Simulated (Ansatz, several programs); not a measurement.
NaHgF3 (cubic perovskite), relaxed with r2SCAN in Ansatz (plane waves, PAW): space group Pm-3m (No. 221), cubic; conventional cell a = 4.499 Å, 18.21 Å³ an atom. Na is surrounded by 12 F at 3.18 Å; Hg is surrounded by 6 F at 2.25 Å; F is surrounded by 2 Hg at 2.25 Å and 4 Na at 3.18 Å. The cell was then scaled with its shape and fractional coordinates held. Simulation only: spin-unpolarised, and no claim that this is the phase found in nature.

```
V (Å³/atom)  E (meV/atom)
     17.118         13.66
     17.664          3.19
     18.211          0.00
     19.303         11.00
```

Problem. Pass a cubic E = c₀ + c₁u + c₂u² + c₃u³, with u = V − 18.074 Å³, through these points.

Solution. c₀ = 0.17, c₁ = -2.734, c₂ = 10.800, c₃ = -1.1462 (meV and Å³).

Problem. Where is the minimum, and what bulk modulus follows?

Solution. dE/du = 0 at u = +0.129, so V₀ = 18.20 Å³. B = V₀ d²E/dV² = 18.20 × (2c₂ + 6c₃u) = 18.20 × 20.711 = 377 meV/Å³, and 1 meV/Å³ is 0.16022 GPa: 60 GPa. A third-order Birch-Murnaghan fit to all five points gives 18.21 Å³ and 60 GPa.

Problem. Predict the energy and the pressure at the withheld volume, 18.757 Å³.

Solution. With u = +0.683: E ≈ 2.98 meV and P = −dE/dV ≈ -1.67 GPa. The run gives 2.94 meV and, from its stress, -1.66 GPa.
